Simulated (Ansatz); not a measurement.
**CH₆BBrSi₂: a ladder of functionals and wavefunction methods**

Aim: compute CH₆BBrSi₂ with functionals from several rungs and with coupled cluster. The yardstick is the atomisation energy at the CCSD(T) limit.

The runs use Ansatz 0.2.0, Gaussian basis; functionals in def2-TZVPP, the program's frozen cores in correlated methods.

Plan: LDA (SPW92), PBE-D4, revPBE-D4, BLYP-D4, r2SCAN-D4, B97M-V, PBE0-D4, B3LYP-D4, r2SCANh-D4, r2SCAN0-D4, HSE06-D4, BHLYP-D4, CAM-B3LYP-D4, LC-ωPBE, ωB97X-V, ωB97M-V, B2PLYP, PBE-QIDH; CCSD(T)/def2-SVP; CCSD(T)/def2-TZVPP; MP2/def2-QZVPP; extrapolation to the limit; RPA on PBE.

## (1) The relaxed structure

The geometry comes from an earlier relaxation with PBE0-D4 in a triple-zeta def2 set; it is a stationary point, not always the lowest conformer.

SMILES `[SiH3][C@H]1B[Si@@H]1Br`, 11 atoms, charge 0, spin multiplicity 1.

Atoms are counted from 1 here; the program's logs count them from 0.

Bond lengths: Si1–C2 1.878 Å, Si1–H6 1.487 Å, Si1–H7 1.485 Å, Si1–H8 1.485 Å, C2–B3 1.510 Å, C2–Si4 1.911 Å, C2–H9 1.093 Å, B3–Si4 1.923 Å, B3–H10 1.186 Å, Si4–Br5 2.218 Å, Si4–H11 1.477 Å. Angles: C2–Si1–H6 108.5°, C2–Si1–H7 110.9°, C2–Si1–H8 110.3°, H6–Si1–H7 108.3°, H6–Si1–H8 109.1°, H7–Si1–H8 109.7°, Si1–C2–B3 119.5°, Si1–C2–Si4 101.8°, Si1–C2–H9 106.2°, B3–C2–Si4 67.2°, B3–C2–H9 122.2°, Si4–C2–H9 136.5°, C2–B3–Si4 66.4°, C2–B3–H10 137.1°, Si4–B3–H10 148.0°, C2–Si4–B3 46.4°, C2–Si4–Br5 119.4°, C2–Si4–H11 112.9° and more.

As a file:

```mol
CH6BBrSi2
  3D, bonds by distance, orders not assigned

 11 11  0  0  0  0  0  0  0  0999 V2000
   -1.2567   -0.1013    0.9187 Si  0  0
    0.1979    0.7269    0.0667 C   0  0
    1.5987    0.2315    0.3372 B   0  0
    0.7529   -0.6276   -1.1613 Si  0  0
    1.3620   -0.0511   -3.2142 Br  0  0
   -1.4549    0.5422    2.2441 H   0  0
   -0.9903   -1.5462    1.1364 H   0  0
   -2.4897    0.0647    0.1087 H   0  0
   -0.0430    1.7920    0.0167 H   0  0
    2.5938    0.6594    0.8206 H   0  0
   -0.2055   -1.7474   -1.2529 H   0  0
  1  2  8  0
  2  3  8  0
  3  4  8  0
  4  5  8  0
  1  6  8  0
  1  7  8  0
  1  8  8  0
  2  9  8  0
  3 10  8  0
  4 11  8  0
  2  4  8  0
M  END
```

## (2) LDA

This LDA is Slater exchange with PW92 correlation.

Input file in.yaml:

```yaml
crystal:
  periodic: [false, false, false]
  atoms:
    - {symbol: Si, position_ang: [-1.256679, -0.101286, 0.918737]}
    - {symbol: C, position_ang: [0.197948, 0.726926, 0.066684]}
    - {symbol: B, position_ang: [1.598718, 0.231531, 0.337181]}
    - {symbol: Si, position_ang: [0.752883, -0.627592, -1.161299]}
    - {symbol: Br, position_ang: [1.361971, -0.051115, -3.214191]}
    - {symbol: H, position_ang: [-1.454866, 0.542225, 2.244121]}
    - {symbol: H, position_ang: [-0.990334, -1.546229, 1.136420]}
    - {symbol: H, position_ang: [-2.489688, 0.064686, 0.108673]}
    - {symbol: H, position_ang: [-0.042979, 1.791956, 0.016669]}
    - {symbol: H, position_ang: [2.593840, 0.659387, 0.820636]}
    - {symbol: H, position_ang: [-0.205517, -1.747389, -1.252929]}
basis:
  gaussian: {orbitals: def2-TZVPP}
hamiltonian: {xc: lda}
output: {orbitals: {seedname: orbitals}}
```

Further steps of the session: PBE-D4 (GGA); revPBE-D4 (GGA); BLYP-D4 (GGA); r2SCAN-D4 (meta-GGA); B97M-V (meta-GGA); PBE0-D4 (hybrid); B3LYP-D4 (hybrid); r2SCANh-D4 (hybrid); r2SCAN0-D4 (hybrid); HSE06-D4 (hybrid); BHLYP-D4 (hybrid); CAM-B3LYP-D4 (range-separated); LC-ωPBE (range-separated); ωB97X-V (range-separated); ωB97M-V (range-separated); B2PLYP (double hybrid); PBE-QIDH (double hybrid); CCSD(T) in def2-SVP; CCSD(T) in def2-TZVPP; MP2 in def2-QZVPP; RPA on PBE orbitals.

Q: Predict the results of all the runs planned. Wanted: atomisation energy, CCSD(T)/CBS; farthest beyond LDA; mean size of error, GGA; mean size of error, meta-GGA; mean size of error, hybrid; mean size of error, range-separated; mean size of error, double hybrid; gap, smallest and largest; T1 diagnostic.

**Answer**, as computed:

| quantity | value |
| --- | --- |
| atomisation energy, CCSD(T)/CBS | 3592.6 kJ/mol |
| functionals within 35.9 kJ/mol (1.0 %) | revPBE-D4, r2SCAN-D4, PBE0-D4, B3LYP-D4, r2SCANh-D4, r2SCAN0-D4, HSE06-D4, CAM-B3LYP-D4, LC-ωPBE, ωB97X-V, ωB97M-V, PBE-QIDH |
| farthest beyond LDA | BHLYP-D4 (-65.9 kJ/mol) |
| mean size of error, GGA | 39.4 kJ/mol |
| mean size of error, meta-GGA | 35.5 kJ/mol |
| mean size of error, hybrid | 20.7 kJ/mol |
| mean size of error, range-separated | 16.1 kJ/mol |
| mean size of error, double hybrid | 28.7 kJ/mol |
| gap, smallest and largest | 2.75 eV (LDA (SPW92)), 9.62 eV (LC-ωPBE) |
| T1 diagnostic | 0.0118 |
| triples share of the correlation energy | 4.1 % |

In words: The LDA atomisation energy is off by 462.7 kJ/mol (13 %): it overbinds. PBE-D4 is off by +36.7 kJ/mol. Double hybrids carry the basis error of their MP2 part in triple zeta, and no dispersion term here, so their miss is partly the set-up's. The rungs range-separated, hybrid, double hybrid, meta-GGA miss on average by less than the doubt on the reference (35.9 kJ/mol), so they tie. Misses under about 35.9 kJ/mol are within the doubt on the reference itself, which lacks core-valence correlation, relativity and higher excitations, and its outer-core shells are covered unevenly. All levels share the lack of spin-orbit coupling, which lowers the free heavy atoms and so the true binding. Hartree-Fock recovers 75 % of the binding; the rest is correlation. CCSD(T) in def2-SVP is off by -231.1 kJ/mol, worse than the median functional, from the basis alone. Orbital gaps span 2.7 to 9.6 eV; exact exchange widens them. Correlated methods include outer-core shells of Br, which these sets cover unevenly.
